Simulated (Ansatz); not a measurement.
# CH₅PSSi: basis-set convergence

How large a basis does CH₅PSSi need? Two functionals are run in growing sets.

The runs use Ansatz 0.2.0, Gaussian basis; one geometry, several basis sets.

The runs, in order: PBE0-D4/def2-SVP; ωB97M-V/def2-SVP; PBE0-D4/def2-QZVPP; ωB97M-V/def2-QZVPP; the functionals' def2-TZVPP values are taken from earlier runs.

### 1 Structure used throughout

The geometry comes from an earlier relaxation with PBE0-D4 in a triple-zeta def2 set; it is a stationary point, not always the lowest conformer.

SMILES `C[SiH]1PS1`, 9 atoms, charge 0, spin multiplicity 1.

Atoms are counted from 1 here; the program's logs count them from 0.

Bond lengths: C1–Si2 1.858 Å, C1–H5 1.093 Å, C1–H6 1.091 Å, C1–H7 1.093 Å, Si2–P3 2.211 Å, Si2–S4 2.104 Å, Si2–H8 1.481 Å, P3–S4 2.181 Å, P3–H9 1.429 Å. Angles: Si2–C1–H5 110.3°, Si2–C1–H6 110.2°, Si2–C1–H7 110.5°, H5–C1–H6 108.7°, H5–C1–H7 108.2°, H6–C1–H7 108.9°, C1–Si2–P3 122.2°, C1–Si2–S4 118.8°, C1–Si2–H8 113.5°, P3–Si2–S4 60.7°, P3–Si2–H8 116.4°, S4–Si2–H8 115.5°, Si2–P3–S4 57.3°, Si2–P3–H9 93.1°, S4–P3–H9 97.5°, Si2–S4–P3 62.1°.

### 2 PBE0-D4 in def2-SVP

Input file in.yaml:

```yaml
crystal:
  periodic: [false, false, false]
  atoms:
    - {symbol: C, position_ang: [-0.200620, 0.895324, -0.920819]}
    - {symbol: Si, position_ang: [0.221545, -0.748985, -0.165874]}
    - {symbol: P, position_ang: [0.789226, -0.957875, 1.960403]}
    - {symbol: S, position_ang: [-1.136929, -1.623011, 1.182912]}
    - {symbol: H, position_ang: [-0.877367, 0.760874, -1.768184]}
    - {symbol: H, position_ang: [-0.687316, 1.534284, -0.182510]}
    - {symbol: H, position_ang: [0.702355, 1.394111, -1.281513]}
    - {symbol: H, position_ang: [0.867761, -1.684733, -1.114552]}
    - {symbol: H, position_ang: [0.409844, 0.383710, 2.273138]}
basis:
  gaussian: {orbitals: def2-SVP}
hamiltonian: {xc: pbe0, dispersion: d4}
output: {orbitals: {seedname: orbitals}}
```

Launch:

```sh
$ ansatz run in.yaml --threads 2 --pin off --events-out ev --progress --plain --max-ram 4352MiB
```

Standard output:

```text
Functional definition: PBE0
  name "PBE0"
  cite "Adamo & Barone, J. Chem. Phys. 110, 6158 (1999) doi:10.1063/1.478522"
  cite "Perdew, Burke & Ernzerhof, Phys. Rev. Lett. 77, 3865 (1996) doi:10.1103/PhysRevLett.77.3865"
  parent pbe
  parameter a = 0.25
  parameter kappa = 0.804
  parameter beta = 0.06672455060314922
  exchange = (1 - a)*pbe_x(kappa = kappa, mu = beta*pi^2/3) + a*exact_x
  correlation = pbe_c(beta = beta)
891 factors; integrals over basis functions are off by at most 1.3e-3 eV
mean field evaluation 1: about -29095.9562 eV, gradient 3.9e1 eV
mean field evaluation 2: about -29094.7261 eV, gradient 4.3e1 eV
mean field evaluation 4: about -29099.6794 eV, gradient 1.6e0 eV
mean field evaluation 8: about -29099.7642 eV, gradient 1.2e-1 eV
mean field evaluation 16: about -29099.7642 eV, gradient 4.6e-5 eV
mean field -29099.76423454 eV, -1069.3966110907 hartree, gradient 4.6e-5 eV, S^2 0.000000; 0 other end points of the search recorded, 0 dependent functions left out
reference -29099.76425850 eV, -1069.3966119712 hartree; 28, 28 occupied and 65, 65 virtual orbitals, 891 factors
Total energy: -29099.98278790 eV, -1069.4046427784 hartree
```

Run time: 1.6 s. Hardware: 2 threads of Arm Neoverse V2, shared host.

### 3 ωB97M-V in def2-SVP

Edit in.yaml of step 2 so:

```diff
@@ -14,3 +14,3 @@
   gaussian: {orbitals: def2-SVP}
-hamiltonian: {xc: pbe0, dispersion: d4}
+hamiltonian: {xc: {name: wB97M-V}}
 output: {orbitals: {seedname: orbitals}}
```

The command is unchanged.

Standard output, shortened:

```text
Functional definition: wB97M-V
  name "wB97M-V"
  cite "Mardirossian & Head-Gordon, J. Chem. Phys. 144, 214110 (2016) doi:10.1063/1.4952647"
  cite "Becke, J. Chem. Phys. 107, 8554 (1997) doi:10.1063/1.475007"
  cite "Vydrov & Van Voorhis, J. Chem. Phys. 133, 244103 (2010) doi:10.1063/1.3521275"
  # Of w^i u^j: cxij and so on, Table III.
[...]
  gx(w, u) = 1 - cx + cx01*u + cx10*w
  gss(w, u) = css00 + css04*u^4 + css10*w + css20*w^2 + css43*w^4*u^3
  gos(w, u) = cos00 + cos10*w + (cos20 + cos21*u)*w^2 + (cos60 + cos61*u)*w^6
[...]
      + integral(e_c_pw_mod_opposite_spin*gos(b97_w_opposite, b97_u_opposite)) + vv10(b, c)
891 factors; integrals over basis functions are off by at most 1.3e-3 eV
316 factors; integrals over basis functions are off by at most 8.7e-6 eV
[...]
mean field -29109.13955308 eV, -1069.7411476922 hartree, gradient 4.9e-5 eV, S^2 0.000000; 0 other end points of the search recorded, 0 dependent functions left out
reference -29109.13959238 eV, -1069.7411491366 hartree; 28, 28 occupied and 65, 65 virtual orbitals, 891 factors
Total energy: -29109.13959238 eV, -1069.7411491366 hartree
```

Wall time 7.5 s (2 threads of Arm Neoverse V2, shared host).

### 4 PBE0-D4 in def2-QZVPP

Edit in.yaml of step 3 so:

```diff
@@ -13,4 +13,4 @@
 basis:
-  gaussian: {orbitals: def2-SVP}
-hamiltonian: {xc: {name: wB97M-V}}
+  gaussian: {orbitals: "def2-QZVPP.json"}
+hamiltonian: {xc: pbe0, dispersion: d4}
 output: {orbitals: {seedname: orbitals}}
```

Same command.

Standard output:

```text
Functional definition: PBE0
  name "PBE0"
  cite "Adamo & Barone, J. Chem. Phys. 110, 6158 (1999) doi:10.1063/1.478522"
  cite "Perdew, Burke & Ernzerhof, Phys. Rev. Lett. 77, 3865 (1996) doi:10.1103/PhysRevLett.77.3865"
  parent pbe
  parameter a = 0.25
  parameter kappa = 0.804
  parameter beta = 0.06672455060314922
  exchange = (1 - a)*pbe_x(kappa = kappa, mu = beta*pi^2/3) + a*exact_x
  correlation = pbe_c(beta = beta)
1616 factors; their error is unknown
mean field evaluation 1: about -29105.8152 eV, gradient 5.1e1 eV
mean field evaluation 2: about -29103.2484 eV, gradient 5.6e1 eV
mean field evaluation 4: about -29111.7655 eV, gradient 3.7e0 eV
mean field evaluation 8: about -29111.8001 eV, gradient 6.3e-2 eV
mean field evaluation 16: about -29111.8321 eV, gradient 6.8e-5 eV
mean field -29111.83214298 eV, -1069.8400985461 hartree, gradient 6.8e-5 eV, S^2 0.000000; 0 other end points of the search recorded, 0 dependent functions left out
reference -29111.83217980 eV, -1069.8400998992 hartree; 28, 28 occupied and 389, 389 virtual orbitals, 1616 factors
Total energy: -29112.05070920 eV, -1069.8481307064 hartree
```

Run time: 14 s. Hardware: 2 threads of Arm Neoverse V2, shared host; peak memory 1.3 GiB.

### 5 ωB97M-V in def2-QZVPP

Edit in.yaml of step 4 so:

```diff
@@ -14,3 +14,3 @@
   gaussian: {orbitals: "def2-QZVPP.json"}
-hamiltonian: {xc: pbe0, dispersion: d4}
+hamiltonian: {xc: {name: wB97M-V}}
 output: {orbitals: {seedname: orbitals}}
```

Launched as before.

Standard output, shortened:

```text
Functional definition: wB97M-V
  name "wB97M-V"
  cite "Mardirossian & Head-Gordon, J. Chem. Phys. 144, 214110 (2016) doi:10.1063/1.4952647"
  cite "Becke, J. Chem. Phys. 107, 8554 (1997) doi:10.1063/1.475007"
  cite "Vydrov & Van Voorhis, J. Chem. Phys. 133, 244103 (2010) doi:10.1063/1.3521275"
  # Of w^i u^j: cxij and so on, Table III.
[...]
  gx(w, u) = 1 - cx + cx01*u + cx10*w
  gss(w, u) = css00 + css04*u^4 + css10*w + css20*w^2 + css43*w^4*u^3
  gos(w, u) = cos00 + cos10*w + (cos20 + cos21*u)*w^2 + (cos60 + cos61*u)*w^6
[...]
      + integral(e_c_pw_mod_opposite_spin*gos(b97_w_opposite, b97_u_opposite)) + vv10(b, c)
1536 factors; their error is unknown
350 factors; integrals over basis functions are off by at most 1.2e-5 eV
[...]
mean field -29121.20287335 eV, -1070.1844665354 hartree, gradient 8.4e-5 eV, S^2 0.000000; 0 other end points of the search recorded, 0 dependent functions left out
reference -29121.20293210 eV, -1070.1844686944 hartree; 28, 28 occupied and 389, 389 virtual orbitals, 1536 factors
Total energy: -29121.20293210 eV, -1070.1844686944 hartree
```

Wall time 30 s (2 threads of Arm Neoverse V2, shared host); peak memory 1.6 GiB.

### 6 Functionals by basis

The def2-TZVPP values come from earlier runs at the same geometry.

| functional | basis | functions | energy (eV) | from the largest (eV) | HOMO (eV) | LUMO (eV) |
| --- | --- | --- | --- | --- | --- | --- |
| PBE0-D4 | def2-SVP | 93 | -29099.9828 | 12.068 | -6.82 | -0.43 |
| PBE0-D4 | def2-TZVPP | 227 | -29111.1052 | 0.946 | -6.87 | -0.70 |
| PBE0-D4 | def2-QZVPP | 417 | -29112.0507 | 0.000 | -6.89 | -0.81 |
| ωB97M-V | def2-SVP | 93 | -29109.1396 | 12.063 | -8.86 | 1.73 |
| ωB97M-V | def2-TZVPP | 227 | -29120.3086 | 0.894 | -8.94 | 1.26 |
| ωB97M-V | def2-QZVPP | 417 | -29121.2029 | 0.000 | -8.97 | 0.94 |

### 7 What came out

| quantity | value |
| --- | --- |
| PBE0-D4: double and triple zeta above quadruple | 12.07, 0.95 eV |
| ωB97M-V: double and triple zeta above quadruple | 12.06, 0.89 eV |

What this shows: For PBE0-D4 the step from double to triple zeta gains 11.12 eV and the next only 0.95 eV. Total energies overstate the basis error of differences, where much of it tends to cancel. The LUMO of ωB97M-V is positive and keeps falling with the basis (1.73 to 0.94 eV): an unbound level that the basis holds in place.

For PBE0-D4 the largest set took about 9 times as long as the smallest (14 s against 1.6 s).
